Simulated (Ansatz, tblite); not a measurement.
# The cluster Sn₆S₁₂: one state, many levels

The task here is to estimate one member of a computed series from the others.

Program: Ansatz 0.2.0, Gaussian basis. Level of theory: as each input shows. These are calculated values, not measurements.

Plan: GFN1-xTB, GFN2-xTB, PBE-D4/def2-TZVP, r2SCAN-D4/def2-TZVP, BLYP-D4/def2-TZVP, PBE-D4/def2-SVP, PBE0-D4/def2-SVP, MP2/def2-SVP, RPA/def2-SVP.

2 further runs of the same task are left out: 2 set aside as unsound or not needed.

## The structure

The singlet was relaxed beforehand with PBE-D4/def2-SVP. At that level it is the lowest of the isomers that a small search found.

18 atoms, charge 0, spin multiplicity 1.

Bond lengths: Sn1–S9 2.727 Å, Sn1–S11 2.745 Å, Sn1–S16 2.501 Å, Sn2–S11 2.769 Å, Sn2–S12 2.789 Å, Sn2–S16 2.489 Å, Sn3–S7 2.661 Å, Sn3–S10 2.663 Å, Sn3–S13 2.629 Å, Sn4–S7 2.631 Å, Sn4–S8 2.556 Å, Sn4–S10 2.643 Å, Sn5–S7 2.565 Å, Sn5–S9 2.650 Å, Sn5–S12 2.618 Å, Sn5–S13 2.656 Å, Sn5–S14 2.624 Å, Sn5–S15 2.572 Å and more. Angles: S9–Sn1–S11 98.1°, S9–Sn1–S16 89.8°, S11–Sn1–S16 91.4°, S11–Sn2–S12 44.9°, S11–Sn2–S16 91.1°, S12–Sn2–S16 115.7°, S7–Sn3–S10 87.2°, S7–Sn3–S13 89.9°, S10–Sn3–S13 88.5°, S7–Sn4–S8 95.8°, S7–Sn4–S10 88.3°, S8–Sn4–S10 93.9°, S7–Sn5–S9 89.6°, S7–Sn5–S12 172.7°, S7–Sn5–S13 91.4°, S7–Sn5–S14 95.9°, S7–Sn5–S15 97.1°, S9–Sn5–S12 96.4° and more.

Geometry (Å):

```mol
S12Sn6
  3D, bonds by distance, orders not assigned

 18 26  0  0  0  0  0  0  0  0999 V2000
    0.5160    3.4443    1.4221 Sn  0  0
   -0.1701    1.1701    4.1451 Sn  0  0
    0.4111    0.8383   -3.4742 Sn  0  0
   -0.1292   -2.8214   -3.7092 Sn  0  0
    0.1465   -0.6013   -0.0822 Sn  0  0
   -2.9886   -0.0023   -2.1038 Sn  0  0
    1.3978   -1.2877   -2.2133 S   0  0
   -1.6164   -3.6459   -1.8002 S   0  0
    1.8741    1.3767    0.2750 S   0  0
   -1.6311   -0.7048   -4.2072 S   0  0
   -1.7744    2.0831    2.0817 S   0  0
   -1.4072   -0.0016    1.9374 S   0  0
   -0.9408    1.4854   -1.3139 S   0  0
   -2.0111   -2.0139   -0.5691 S   0  0
    1.4153   -2.1405    1.5410 S   0  0
    1.5528    2.8906    3.6297 S   0  0
    2.0713   -0.6479    2.8223 S   0  0
    3.2841    0.5787    1.6188 S   0  0
  1  9  8  0
  1 11  8  0
  1 16  8  0
  2 11  8  0
  2 12  8  0
  2 16  8  0
  3  7  8  0
  3 10  8  0
  3 13  8  0
  4  7  8  0
  4  8  8  0
  4 10  8  0
  5  7  8  0
  5  9  8  0
  5 12  8  0
  5 13  8  0
  5 14  8  0
  5 15  8  0
  6 10  8  0
  6 13  8  0
  6 14  8  0
  8 14  8  0
  9 18  8  0
 11 12  8  0
 15 17  8  0
 17 18  8  0
M  END
```

Sn takes a core potential in the def2 sets. No spin-orbit coupling is included.

PBE0-D4/def2-TZVP was run before; its log isn't repeated, and its numbers join the tables.

The first run:

Tight binding, by tblite at 300 K electronic temperature and without a spin-polarisation term:

```python
tblite.interface.Calculator('GFN1-xTB', numbers, positions, charge=0, uhf=0).singlepoint()
```

Tight binding, by tblite at 300 K electronic temperature and without a spin-polarisation term:

```python
tblite.interface.Calculator('GFN2-xTB', numbers, positions, charge=0, uhf=0).singlepoint()
```

start.molden holds the orbitals of an earlier run on this state, given as this run's starting guess.

in.yaml reads:

```yaml
crystal:
  periodic: [false, false, false]
  atoms:
    - {symbol: Sn, position_ang: [0.515979, 3.444267, 1.422145]}
    - {symbol: Sn, position_ang: [-0.170091, 1.170066, 4.145148]}
    - {symbol: Sn, position_ang: [0.411053, 0.838309, -3.474197]}
    - {symbol: Sn, position_ang: [-0.129235, -2.821399, -3.709194]}
    - {symbol: Sn, position_ang: [0.146475, -0.601336, -0.082162]}
    - {symbol: Sn, position_ang: [-2.988637, -0.002254, -2.103755]}
    - {symbol: S, position_ang: [1.397799, -1.287713, -2.213287]}
    - {symbol: S, position_ang: [-1.616445, -3.645898, -1.800247]}
    - {symbol: S, position_ang: [1.874140, 1.376723, 0.274970]}
    - {symbol: S, position_ang: [-1.631097, -0.704829, -4.207246]}
    - {symbol: S, position_ang: [-1.774385, 2.083134, 2.081656]}
    - {symbol: S, position_ang: [-1.407196, -0.001580, 1.937449]}
    - {symbol: S, position_ang: [-0.940770, 1.485375, -1.313858]}
    - {symbol: S, position_ang: [-2.011053, -2.013873, -0.569140]}
    - {symbol: S, position_ang: [1.415274, -2.140488, 1.541009]}
    - {symbol: S, position_ang: [1.552795, 2.890647, 3.629656]}
    - {symbol: S, position_ang: [2.071325, -0.647878, 2.822288]}
    - {symbol: S, position_ang: [3.284080, 0.578726, 1.618754]}
basis:
  gaussian: {orbitals: def2-TZVP, fitting: {mean_field: def2-universal-jkfit}, initial_orbitals: start.molden}
hamiltonian: {xc: pbe, dispersion: d4}
scf: {omitted_lower_state_checks: [starts]}
output: {forces: true, orbitals: {seedname: orbitals}}
```

On the command line:

```sh
$ ansatz run in.yaml --threads 2 --pin off --events-out ev --progress --plain --max-ram 22528MiB --backend cuda --devices 0, --max-vram 18GiB
```

Steps of the session up to this table: PBE-D4/def2-TZVP; r2SCAN-D4/def2-TZVP; BLYP-D4/def2-TZVP; PBE-D4/def2-SVP; PBE0-D4/def2-SVP; MP2/def2-SVP; RPA/def2-SVP.

One of the session's tables, all rows but one given; the rest of the session is left out.

It belongs to the step «Binding energy». 

```
              level  binding an atom (eV)
        HF/def2-SVP                 1.549
    PBE-D4/def2-SVP                     ?
   PBE-D4/def2-TZVP                 3.440
  BLYP-D4/def2-TZVP                 3.283
r2SCAN-D4/def2-TZVP                 3.263
   PBE0-D4/def2-SVP                 3.209
  PBE0-D4/def2-TZVP                 3.260
       RPA/def2-SVP                 2.469
       MP2/def2-SVP                 2.794
```

Estimate the missing values for PBE-D4/def2-SVP.

As computed: binding an atom (eV): 3.405. In the column «binding an atom (eV)» it lies between BLYP-D4/def2-TZVP (3.283) and PBE-D4/def2-TZVP (3.440).

To keep in mind: Free atoms were run apart at each level; binding is atoms less cluster, divided by the number of atoms, without zero-point or spin-orbit terms.
